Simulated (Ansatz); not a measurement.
# SbP (zincblende type): the cost of one run

Method: DFT PBEsol, with the methods named in each step, in Ansatz 0.2.0.

## 1. The starting structure

The structure is cubic, space group F-43m (No. 216). The conventional cell has a = 6.204 Å, b = 6.204 Å, c = 6.204 Å, α = 90.00°, β = 90.00°, γ = 90.00°. Sb (site symmetry -43m) has 4 P at 2.69 Å in its first shell of neighbours. P (site symmetry -43m) is surrounded by 4 Sb at 2.69 Å.

Structure file:

```cif
data_structure
_symmetry_space_group_name_H-M 'P 1'
_symmetry_Int_Tables_number 1
_cell_length_a 4.3869
_cell_length_b 4.3869
_cell_length_c 4.3869
_cell_angle_alpha 60.000
_cell_angle_beta 60.000
_cell_angle_gamma 60.000
_cell_volume 59.70
loop_
_atom_site_label
_atom_site_type_symbol
_atom_site_fract_x
_atom_site_fract_y
_atom_site_fract_z
_atom_site_occupancy
Sb1 Sb 0.00000 0.00000 0.00000 1
P1 P 0.25000 0.25000 0.25000 1
```

Whether this phase is the stable one at these pressures isn't tested.

Atoms are numbered in the order of the input: Sb1, P2.

## 2. The reference volume, LAPW

File input.yaml:

```yaml
crystal:
  lattice:
    - [0.0, 3.101980582, 3.101980582]
    - [3.101980582, 0.0, 3.101980582]
    - [3.101980582, 3.101980582, 0.0]
  atoms:
    - { symbol: Sb, position: [0.0, 0.0, 0.0] }
    - { symbol: P, position: [0.25, 0.25, 0.25] }
kpoints:
  mp_grid: { grid: [11, 11, 11] }
  band_path:
    path:
      - [0.0, 0.0, 0.0]
      - [-0.5, -0.5, 0.0]
      - [-0.375, -0.375, 0.25]
      - [-0.375, 0.0, 0.375]
      - [0.0, 0.0, 0.0]
      - [0.0, 0.0, 0.5]
      - [-0.5, -0.25, 0.25]
      - [-0.5, -0.5, 0.0]
    npoints: 14
scf:
  occupations: { method: fermi_dirac, width: 0.08 }
hamiltonian:
  xc: pbesol
  pseudopotentials: { kind: all_electron, lapw: { basis_error: 0.001 } }
output:
  forces: true
  stress: true
  eigenvalues: true
  populations: true
  dos: { projected: true, de: 0.2, e_range: [-14, 8] }
```

Command:

```console
ansatz run input.yaml --threads 1 --pin off --max-ram 2048MiB --backend cpu --events-out ev --progress --plain --runs-dir out
```

Q: Estimate wall time and peak memory on 1 thread of Arm Neoverse V1, shared host.

About 34 s, with a peak of 0.31 GiB.
